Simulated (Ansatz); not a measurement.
Relaxation of a periodic cell of 63 atoms, Si (host Si, host structure diamond, one Si atom removed), cell charge -2, to a largest force component of 0.03 eV/Å in at most 60 steps.

Method: DFT LDA, scalar-relativistic, plane waves, PAW in Ansatz 0.2.0. Settings: PAW set soft_1, cutoff 420 eV, k mesh 1x1x1, gaussian smearing 0.05 eV, no spin polarisation.

```xyz
63
Lattice="10.8600 0.0000 0.0000 0.0000 10.8600 0.0000 0.0000 0.0000 10.8600" Properties=species:S:1:pos:R:3
Si 5.473 -0.043 0.023
Si 6.784 1.369 1.299
Si 8.136 2.719 0.019
Si 9.456 4.098 1.334
Si 8.143 -0.019 2.709
Si 9.460 1.338 4.054
Si -0.027 0.030 0.006
Si 1.365 1.404 1.364
Si 4.038 4.073 1.414
Si 5.447 5.384 -0.036
Si 6.809 6.758 1.357
Si 8.145 8.160 0.028
Si 9.463 9.510 1.317
Si 2.710 -0.021 2.732
Si 4.083 1.380 4.074
Si 5.411 2.726 2.738
Si 6.758 4.066 4.134
Si 8.154 5.469 2.742
Si 9.424 6.804 4.136
Si 5.383 0.005 5.446
Si 6.813 1.378 6.762
Si 8.226 2.793 5.416
Si 9.521 4.071 6.755
Si 8.237 -0.063 8.129
Si 9.470 1.370 9.522
Si 0.017 5.439 -0.007
Si 1.361 6.733 1.336
Si 2.743 8.170 0.040
Si 4.070 9.514 1.345
Si 0.002 2.728 2.751
Si 1.421 4.060 4.070
Si 2.722 5.462 2.693
Si 4.060 6.759 4.065
Si 5.460 8.191 2.708
Si 6.768 9.468 4.075
Si 0.002 -0.022 5.456
Si 1.343 1.393 6.794
Si 2.730 2.710 5.416
Si 4.093 4.052 6.752
Si 5.427 5.392 5.421
Si 6.753 6.777 6.779
Si 8.150 8.182 5.396
Si 9.493 9.539 6.824
Si 2.717 0.031 8.202
Si 4.068 1.345 9.502
Si 5.406 2.690 8.152
Si 6.824 4.042 9.536
Si 8.125 5.402 8.167
Si 9.456 6.776 9.466
Si 0.017 8.160 2.694
Si 1.339 9.503 4.038
Si 0.002 5.451 5.441
Si 1.344 6.757 6.725
Si 2.720 8.116 5.418
Si 4.083 9.553 6.832
Si -0.013 2.733 8.136
Si 1.426 4.041 9.498
Si 2.743 5.387 8.160
Si 4.110 6.824 9.522
Si 5.419 8.164 8.148
Si 6.764 9.520 9.533
Si 0.022 8.140 8.110
Si 1.346 9.501 9.513
```

**Question.** Where does it end, and by what steps?

**Answer.** The forces met the threshold. The force dipped under the threshold on the way, but the program's further checks kept it going. Limits of this set-up: coarse k mesh, PAW files made for another functional, no spin, though dangling bonds at a vacancy may carry it, a typed lattice constant that wasn't relaxed here, charged cell in a uniform background, uncorrected. After 9 steps the energy has fallen by 1.037 eV; Si1 moved furthest, 0.14 Å.

```
step  energy less start (eV)  largest force component (eV/Å)  accepted
   0                  0.0000                           1.619       yes
   1                 -0.9229                           0.476       yes
   2                 -0.9628                           0.181       yes
   3                 -1.0229                           0.074       yes
   4                 -1.0109                           0.070        no
   5                 -1.0338                           0.030       yes
   6                 -1.0356                           0.027       yes
   7                 -1.0365                           0.015       yes
   8                 -1.0369                           0.012       yes
   9                 -1.0373                           0.010       yes
```

```xyz
63
Lattice="10.8600 0.0000 0.0000 0.0000 10.8600 0.0000 0.0000 0.0000 10.8600" Properties=species:S:1:pos:R:3
Si 5.371 0.051 0.001
Si 6.792 1.356 1.349
Si 8.146 2.718 0.003
Si 9.502 4.070 1.356
Si 8.145 0.001 2.722
Si 9.514 1.385 4.041
Si -0.013 0.001 -0.016
Si 1.400 1.343 1.305
Si 4.048 4.026 1.355
Si 5.387 5.403 -0.016
Si 6.782 6.759 1.346
Si 8.124 8.153 0.008
Si 9.495 9.498 1.373
Si 2.727 0.003 2.709
Si 4.062 1.372 4.072
Si 5.443 2.705 2.712
Si 6.794 4.082 4.092
Si 8.144 5.422 2.722
Si 9.494 6.810 4.066
Si 5.403 0.000 5.436
Si 6.809 1.336 6.773
Si 8.167 2.719 5.431
Si 9.524 4.063 6.809
Si 8.143 -0.008 8.161
Si 9.496 1.372 9.504
Si -0.018 5.438 0.003
Si 1.365 6.785 1.348
Si 2.715 8.147 0.003
Si 4.069 9.501 1.356
Si 0.056 2.725 2.671
Si 1.365 4.070 4.080
Si 2.703 5.407 2.703
Si 4.062 6.810 4.047
Si 5.454 8.147 2.701
Si 6.791 9.505 4.090
Si -0.025 0.017 5.425
Si 1.366 1.356 6.782
Si 2.716 2.717 5.433
Si 4.069 4.067 6.788
Si 5.400 5.441 5.416
Si 6.798 6.776 6.776
Si 8.145 8.149 5.435
Si 9.502 9.496 6.795
Si 2.706 0.021 8.169
Si 4.027 1.447 9.503
Si 5.450 2.725 8.134
Si 6.793 4.068 9.511
Si 8.152 5.422 8.152
Si 9.487 6.818 9.487
Si 0.028 8.157 2.716
Si 1.360 9.517 4.098
Si -0.020 5.427 5.421
Si 1.371 6.750 6.783
Si 2.716 8.142 5.442
Si 4.071 9.494 6.816
Si 0.050 2.708 8.180
Si 1.392 4.051 9.590
Si 2.725 5.395 8.184
Si 4.062 6.799 9.502
Si 5.453 8.143 8.152
Si 6.764 9.526 9.528
Si 0.032 8.137 8.135
Si 1.367 9.501 9.512
```

Whether the end is a true minimum wasn't checked by a vibrational analysis.

The run took 15 s on 4 threads of AMD EPYC 9R45 (Zen 5), on a shared host, peak memory 1 GiB.
